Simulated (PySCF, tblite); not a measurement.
**C₆H₁₀N₂Si: geometry, infrared bands and NMR shifts**

Aim: predict the infrared bands and NMR shifts of C₆H₁₀N₂Si (`c1nc(C2C[SiH2]C2)c[nH]1`).

Programs: tblite 0.8.0 and PySCF 2.14.0, with density-fitted response routines of our own. Each step states its level of theory. These are calculated values for one molecule in the gas phase, unless marked as measured. Atoms count from 0, in the outputs and in this text.

### 1 The starting structure

19 atoms, charge 0, multiplicity 1; geometry from: force field or distance geometry start.

Bonds of the start (Å): C0–N1 1.35, N1–C2 1.35, C2–C3 1.49, C3–C4 1.51, C4–Si5 1.84, Si5–C6 1.87, C2–C7 1.39, C7–N8 1.34, N8–C0 1.35, C6–C3 1.52, C0–H9 1.08, C3–H10 1.11, C4–H11 1.12, C4–H12 1.12, Si5–H13 1.46, Si5–H14 1.46, C6–H15 1.11, C6–H16 1.11, C7–H17 1.09, N8–H18 1.04.

### 2 Geometry optimisation with GFN2-xTB

Job settings and geometry (Å):

```
{"job": {"kind": "relax", "xc": "GFN2-xTB", "basis": "xTB"}, "charge": 0, "multiplicity": 1}
C      2.379000     0.946400     0.439900
N      1.044300     0.785100     0.531100
C      0.677600    -0.208400    -0.305900
C     -0.713500    -0.698100    -0.517700
C     -1.678800     0.446300    -0.741000
Si    -1.875000     0.794700     1.053700
C     -1.405500    -0.995700     0.800200
C      1.822400    -0.657500    -0.958600
N      2.843200     0.064900    -0.476300
H      2.914700     1.679500     1.024100
H     -0.797600    -1.522100    -1.259200
H     -2.602900     0.022500    -1.210100
H     -1.195200     1.240100    -1.359500
H     -3.239300     0.979800     1.549200
H     -0.862200     1.622400     1.699000
H     -0.694000    -1.419800     1.534100
H     -2.343400    -1.576500     0.674700
H      1.886800    -1.447800    -1.708900
H      3.829600    -0.046600    -0.776100
```

The run is started by

```console
> OMP_NUM_THREADS=1 python probes_run.py task.json out
```

The driver reads the jobs from task.json and runs them one after another.

**Question.** This job is followed by: GFN2-xTB harmonic vibrations, gas phase; GIAO PBE0/pcSseg-1 NMR shielding, non-relativistic, gas phase. What will the session give for the following? strongest single infrared mode (GFN2-xTB); zero-point energy (GFN2-xTB); 13C shifts against TMS (PBE0/pcSseg-1, means over atoms taken as alike); 1H shifts against TMS (PBE0/pcSseg-1, means over atoms taken as alike); 15N shifts against NH3 (PBE0/pcSseg-1); 29Si shifts against TMS (PBE0/pcSseg-1).

The runs gave:

| quantity | value |
| --- | --- |
| strongest single infrared mode (GFN2-xTB) | 2198 cm⁻¹, 447 km/mol |
| zero-point energy (GFN2-xTB) | 92.6 kcal/mol |
| 13C shifts against TMS (PBE0/pcSseg-1, means over atoms taken as alike) | 157.6, 136.8, 111.8, 36.4, 21.4 ppm |
| 1H shifts against TMS (PBE0/pcSseg-1, means over atoms taken as alike) | 8.17, 7.43, 6.69, 5.55, 4.97, 3.57, 2.04, 1.35 ppm |
| 15N shifts against NH3 (PBE0/pcSseg-1) | 294.5, 174.2 ppm |
| 29Si shifts against TMS (PBE0/pcSseg-1) | -31.4 ppm |

In words: Over 61 steps the energy fell by 0.728 eV; of the close pairs, C4–Si5 changed most, 1.839 to 1.909 Å. No mode is imaginary among the 51: a minimum at this level. The strongest single mode, at 2198 cm⁻¹, moves mainly H13. Unscaled tight-binding wavenumbers are off by several per cent, some by more. Its intensities can rank the bands wrongly. At PBE0/pcSseg-1: Shielding is most anisotropic at N1 (span 476 ppm, paramagnetic term -353 ppm). NICS(1)zz of -30 ppm above the planar ring from C0 marks a diatropic (aromatic) ring current.
